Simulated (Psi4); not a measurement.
**One shape, several levels: AlH3Br− (SMILES [AlH3-][Br])**

Aim: a comparison of 5 runs (HF/3-21G, B3LYP/6-31G*, M06-HF/aug-cc-pVDZ-DK) of AlH3Br−. 

The calculation is run with Psi4 1.11.

7 further runs of the same task are left out: 6 for a known fault of the program, 1 set aside as unsound or not needed.

### 1 The system as given

The species is AlH3Br− (5 atoms), meant as a singlet with charge -1. As SMILES, `[AlH3-][Br]`. The shape comes from GFN2-xTB, which is rough for such elements, and wasn't checked as a minimum.

Bond lengths: Al1–Br2 2.304 Å, Al1–H3 1.604 Å, Al1–H4 1.604 Å, Al1–H5 1.604 Å. Angles: Br2–Al1–H3 106.9°, Br2–Al1–H4 106.9°, Br2–Al1–H5 106.9°, H3–Al1–H4 112.0°, H3–Al1–H5 111.9°, H4–Al1–H5 111.9°.

### 2 The energy at HF/3-21G (run 1)

albrh3.xyz

```xyz
5
AlBrH3
Al     0.111890    -0.001540    -0.142390
Br    -1.314590     0.020460     1.667290
H      0.134100     1.487580    -0.738230
H     -0.483530    -1.058610    -1.191520
H      1.552130    -0.447890     0.404850
```

job.py

```python
import psi4

psi4.set_memory('1600 MB')
psi4.set_num_threads(1)
psi4.set_output_file('output.dat', False)

with open('albrh3.xyz') as f:
    atoms = ''.join(f.readlines()[2:])
m = psi4.geometry('-1 1\n' + atoms + 'symmetry c1')

psi4.set_options({
    'basis': '3-21G',
    'puream': True,
    'e_convergence': 1e-09,
    'd_convergence': 1e-08,
    'scf_type': 'pk',
})

energy_value, wavefunction = psi4.energy('hf', molecule=m, return_wfn=True)
psi4.oeprop(wavefunction, 'DIPOLE', 'MAYER_INDICES', 'MULLIKEN_CHARGES', title='HF')
print(f'total energy {energy_value:.8f} hartree = {energy_value * 27.211386:.5f} eV')
```

Launch:

```console
$ python job.py
```

output.dat:

```text
[...]
  Running in c1 symmetry.
[...]
  Nuclear repulsion =  135.491188505675325
[...]
  Multiplicity = 1
[...]
  Nalpha       = 26
  Nbeta        = 26
[...]
    Number of basis functions: 41
[...]
   @RHF iter   1: -2802.36913493346901   -2.10153e+00   9.61600e-03 ADIIS/DIIS
[...]
   @RHF iter   9: -2802.44873316489020    4.54747e-13   9.77231e-10 DIIS
[...]
  @RHF Final Energy: -2802.44873316489020
   => Energetics <=
    Nuclear Repulsion Energy =            135.4911885056753249
    One-Electron Energy =               -4189.8554347659719497
    Two-Electron Energy =                1251.9155130954063679
    Total Energy =                      -2802.4487331648902000
[...]
 Multipole Moments:
 ------------------------------------------------------------------------------------
     Multipole            Electronic (a.u.)      Nuclear  (a.u.)        Total (a.u.)
 ------------------------------------------------------------------------------------
 L = 1.  Multiply by 2.5417464519 to convert [e a0] to [Debye]
 Dipole X            :         -7.1522500            6.1247283           -1.0275216
 Dipole Y            :          0.1120222           -0.0953854            0.0166368
 Dipole Z            :          9.0693313           -7.7678255            1.3015058
 Magnitude           :                                                    1.6583109
[...]
  Mulliken Charges: (a.u.)
   Center  Symbol    Alpha    Beta     Spin     Total
       1    AL     6.15598  6.15598  0.00000  0.68804
       2    BR    17.81704 17.81704  0.00000 -0.63409
       3     H     0.67567  0.67567  0.00000 -0.35133
       4     H     0.67565  0.67565  0.00000 -0.35130
       5     H     0.67566  0.67566  0.00000 -0.35132
   Total alpha = 26.00000, Total beta = 26.00000, Total charge = -1.00000
  Mayer Bond Indices:
[...]
```

The script printed:

```text
total energy -2802.44873316 hartree = -76258.51422 eV
```

Run time: 1.7 s. Hardware: 1 thread of Intel Xeon Platinum 8375C at 2.90GHz (Ice Lake), shared host; peak memory 0.2 GiB.

### 3 Energy and forces at B3LYP/6-31G(d) (spherical functions) (run 2)

albrh3.py

```python
import psi4

psi4.set_memory(1600000000)
psi4.set_num_threads(1)
psi4.set_output_file('output.dat', False)

molecule = psi4.geometry("""
-1 1
Al     0.111890    -0.001540    -0.142390
Br    -1.314590     0.020460     1.667290
H      0.134100     1.487580    -0.738230
H     -0.483530    -1.058610    -1.191520
H      1.552130    -0.447890     0.404850
symmetry c1
no_reorient
no_com
""")

psi4.set_options({
    'basis': '6-31G*',
    'reference': 'rks',
    'puream': True,
    'e_convergence': 1e-09,
    'd_convergence': 1e-08,
    'scf_type': 'pk',
    'dft_radial_points': 99,
    'dft_spherical_points': 590,
})

E, wfn = psi4.gradient('b3lyp', molecule=molecule, return_wfn=True)
psi4.oeprop(wfn, 'DIPOLE', 'MULLIKEN_CHARGES', 'MAYER_INDICES', title='B3LYP')
print('gradient / Eh bohr^-1')
print(E.np.round(6))
print(f'energy = {wfn.energy():.10f} Eh')
```

Launch:

```console
$ python albrh3.py
```

output.dat:

```text
[...]
  Running in c1 symmetry.
[...]
  Nuclear repulsion =  135.491188505675325
[...]
  Multiplicity = 1
[...]
  Nalpha       = 26
  Nbeta        = 26
[...]
    Number of basis functions: 56
[...]
   @RKS iter   1: -2817.84616192555541   -1.54873e+00   2.65887e-02 ADIIS/DIIS
[...]
   @RKS iter  10: -2818.22135958611170   -1.36424e-12   6.06972e-10 DIIS
[...]
  @RKS Final Energy: -2818.22135958611170
   => Energetics <=
    Nuclear Repulsion Energy =            135.4911885056753249
    One-Electron Energy =               -4202.1138190152396419
    Two-Electron Energy =                1337.9938112842980900
    DFT Exchange-Correlation Energy =     -89.5925403608459590
    Empirical Dispersion Energy =           0.0000000000000000
    VV10 Nonlocal Energy =                  0.0000000000000000
    Total Energy =                      -2818.2213595861117028
[...]
  -Total Gradient:
     Atom            X                  Y                   Z
    ------   -----------------  -----------------  -----------------
       1       -0.011691435748     0.000199587546     0.014733221072
       2        0.017066455333    -0.000290379412    -0.021644117191
       3       -0.000759948112    -0.005591305724     0.003156460662
       4        0.001535305521     0.003983583862     0.004903294763
       5       -0.006146471957     0.001698193035    -0.001153671023
[...]
  Mulliken Charges: (a.u.)
   Center  Symbol    Alpha    Beta     Spin     Total
       1    AL     6.46305  6.46305  0.00000  0.07391
       2    BR    17.75220 17.75220  0.00000 -0.50441
       3     H     0.59493  0.59493  0.00000 -0.18987
       4     H     0.59489  0.59489  0.00000 -0.18979
       5     H     0.59492  0.59492  0.00000 -0.18984
   Total alpha = 26.00000, Total beta = 26.00000, Total charge = -1.00000
  Mayer Bond Indices:
[...]
```

The script printed:

```text
gradient / Eh bohr^-1
[[-0.011691  0.0002    0.014733]
 [ 0.017066 -0.00029  -0.021644]
 [-0.00076  -0.005591  0.003156]
 [ 0.001535  0.003984  0.004903]
 [-0.006146  0.001698 -0.001154]]
energy = -2818.2213595861 Eh
```

Run time: 9.3 s. Hardware: 1 thread of Intel Xeon Platinum 8375C at 2.90GHz (Ice Lake), shared host; peak memory 0.58 GiB.

Run 3 isn't shown in full; the table further down has it.

### 4 A single-point energy at M06-HF/aug-cc-pVDZ-DK (density fitting) (run 4)

job.json

```json
{
  "schema_name": "qcschema_input",
  "schema_version": 1,
  "molecule": {
    "schema_name": "qcschema_molecule",
    "schema_version": 2,
    "symbols": ["Al", "Br", "H", "H", "H"],
    "geometry": [0.21144146, -0.00291018, -0.2690781, -2.48421507, 0.0386638, 3.15072147, 0.25341227, 2.81111879, -1.39505252, -0.91373927, -2.00048297, -2.25164647, 2.93310061, -0.84638943, 0.76505562],
    "molecular_charge": -1,
    "molecular_multiplicity": 1
  },
  "driver": "energy",
  "model": {
    "method": "m06-hf",
    "basis": "aug-cc-pVDZ-DK"
  },
  "keywords": {
    "reference": "rks",
    "scf_type": "mem_df"
  }
}
```

Launch:

```console
$ psi4 --qcschema job.json -n 1 --memory 1600MB
```

stdout:

```text
[...]
  Running in c1 symmetry.
[...]
  Nuclear repulsion =  135.491188509525500
[...]
  Multiplicity = 1
[...]
  Nalpha       = 26
  Nbeta        = 26
[...]
    Number of basis functions: 90
[...]
   @DF-RKS iter   1: -2798.89303171064557   -2.02530e+00   6.94380e-03 ADIIS/DIIS
[...]
   @DF-RKS iter   7: -2799.04673871663726   -2.97835e-07   5.66391e-07 DIIS
[...]
  @DF-RKS Final Energy: -2799.04673871663726
   => Energetics <=
    Nuclear Repulsion Energy =            135.4911885095255002
    One-Electron Energy =               -4189.1096427888951439
    Two-Electron Energy =                1257.3167717400467609
    DFT Exchange-Correlation Energy =      -2.7450561773144053
    Empirical Dispersion Energy =           0.0000000000000000
    VV10 Nonlocal Energy =                  0.0000000000000000
    Total Energy =                      -2799.0467387166377193
[...]
 Multipole Moments:
 ------------------------------------------------------------------------------------
     Multipole            Electronic (a.u.)      Nuclear  (a.u.)        Total (a.u.)
 ------------------------------------------------------------------------------------
 L = 1.  Multiply by 2.5417464519 to convert [e a0] to [Debye]
 Dipole X            :         -7.2513331            6.1247283           -1.1266047
 Dipole Y            :          0.1133879           -0.0953854            0.0180025
 Dipole Z            :          9.1947798           -7.7678255            1.4269543
 Magnitude           :                                                    1.8181752
[...]
```

The result, in JSON:

```text
{
 "driver": "energy",
 "model": {
  "method": "m06-hf",
  "basis": "aug-cc-pVDZ-DK"
 },
 "success": true,
 "return_result": -2799.0467387166373,
 "properties": {
  "calcinfo_nbasis": 90,
  "calcinfo_nmo": 90,
  "calcinfo_nalpha": 26,
  "calcinfo_nbeta": 26,
  "calcinfo_natom": 5,
  "nuclear_repulsion_energy": 135.4911885095255,
  "return_energy": -2799.0467387166373,
  "scf_one_electron_energy": -4189.109642788895,
  "scf_two_electron_energy": 1257.3167717400468,
  "scf_xc_energy": -2.7450561773144053,
  "scf_dipole_moment": [-1.1266047414554707, 0.018002512952145944, 1.4269542932046635],
  "scf_total_energy": -2799.0467387166373,
  "scf_iterations": 7
 }
}
```

Run time: 7.8 s. Hardware: 1 thread of Intel Xeon Platinum 8375C at 2.90GHz (Ice Lake), shared host; peak memory 1 GiB.

### 5 A single-point energy at M06-HF/aug-cc-pVDZ-DK (sfX2C, density fitting) (run 5)

job.dat

```
memory 1600 MB

molecule {
  -1 1
  Al     0.21144146    -0.00291018    -0.26907810
  Br    -2.48421507     0.03866380     3.15072147
  H      0.25341227     2.81111879    -1.39505252
  H     -0.91373927    -2.00048297    -2.25164647
  H      2.93310061    -0.84638943     0.76505562
  units bohr
}

set reference rks
set scf_type mem_df
set relativistic x2c

energy('m06-hf/aug-cc-pVDZ-DK')
```

Launch:

```console
$ psi4 job.dat job.out -n 1
```

job.out:

```text
[...]
  Running in c1 symmetry.
[...]
  Nuclear repulsion =  135.491188509525500
[...]
  Multiplicity = 1
[...]
  Nalpha       = 26
  Nbeta        = 26
[...]
    Number of basis functions: 90
[...]
    WARNING: The X2C and Dirac Hamiltonians have substatially different eigenvalues!
             This is probably caused by the recontraction of the basis set.
[...]
   @DF-RKS iter   1: -2851.08332554498884   -2.05999e+00   7.09906e-03 ADIIS/DIIS
[...]
   @DF-RKS iter   7: -2851.24962168845559   -2.91076e-07   5.82294e-07 DIIS
[...]
  @DF-RKS Final Energy: -2851.24962168845559
   => Energetics <=
    Nuclear Repulsion Energy =            135.4911885095255002
    One-Electron Energy =               -4243.9852100219959539
    Two-Electron Energy =                1259.9788290743947528
    DFT Exchange-Correlation Energy =      -2.7344292503797791
    Empirical Dispersion Energy =           0.0000000000000000
    VV10 Nonlocal Energy =                  0.0000000000000000
    Total Energy =                      -2851.2496216884560454
[...]
 Multipole Moments:
 ------------------------------------------------------------------------------------
     Multipole            Electronic (a.u.)      Nuclear  (a.u.)        Total (a.u.)
 ------------------------------------------------------------------------------------
 L = 1.  Multiply by 2.5417464519 to convert [e a0] to [Debye]
 Dipole X            :         -7.2694400            6.1247283           -1.1447117
 Dipole Y            :          0.1136389           -0.0953854            0.0182535
 Dipole Z            :          9.2177478           -7.7678255            1.4499223
 Magnitude           :                                                    1.8474232
[...]
```

It took 7.8 s on 1 thread of Intel Xeon Platinum 8375C at 2.90GHz (Ice Lake), shared host; peak memory 1 GiB.

### 6 The series

| run | level | task | integration grid | energy (Eh) | HOMO energy (eV) | LUMO energy (eV) | HOMO–LUMO gap (eV) | wall time |
| --- | --- | --- | --- | --- | --- | --- | --- | --- |
| 1 | HF/3-21G | energy | – | -2802.448733 | -5.04 | 8.28 | 13.32 | 1.7 s |
| 2 | B3LYP/6-31G* (spherical functions) | gradient | 99 radial × 590 angular | -2818.221360 | -2.11 | 5.09 | 7.19 | 9.3 s |
| 3 | B3LYP/6-31G* (Cartesian functions) | gradient | 99 radial × 590 angular | -2818.231292 | -2.11 | 5.07 | 7.18 | 9.3 s |
| 4 | M06-HF/aug-cc-pVDZ-DK (density fitting) | energy | 75 radial × 302 angular | -2799.046739 | -5.53 | 2.50 | 8.03 | 7.8 s |
| 5 | M06-HF/aug-cc-pVDZ-DK (sfX2C, density fitting) | energy | 75 radial × 302 angular | -2851.249622 | -5.49 | 2.50 | 7.99 | 7.8 s |

### 7 Summary of results

```
                                                    quantity           value
                                         run 5: total energy  -2851.24962 Eh
                                          run 5: HOMO energy        -5.49 eV
                                          run 5: LUMO energy         2.50 eV
run 5: HOMO–LUMO gap (to an unbound level, set by the basis)         7.99 eV
```

In words: The HOMO–LUMO gap runs from 7.18 eV (B3LYP/6-31G*) to 13.32 eV (HF/3-21G). The two ends differ in method and basis. The empty levels of an anion lie above zero and hang on the basis. Totals of different functionals can't be ranked against each other. Some runs of one species differ in core potentials or relativity; totals across that change don't compare. In run 4 relativity is left out where basis or elements ask for it. All runs together took 36 s, the longest 9.3 s.
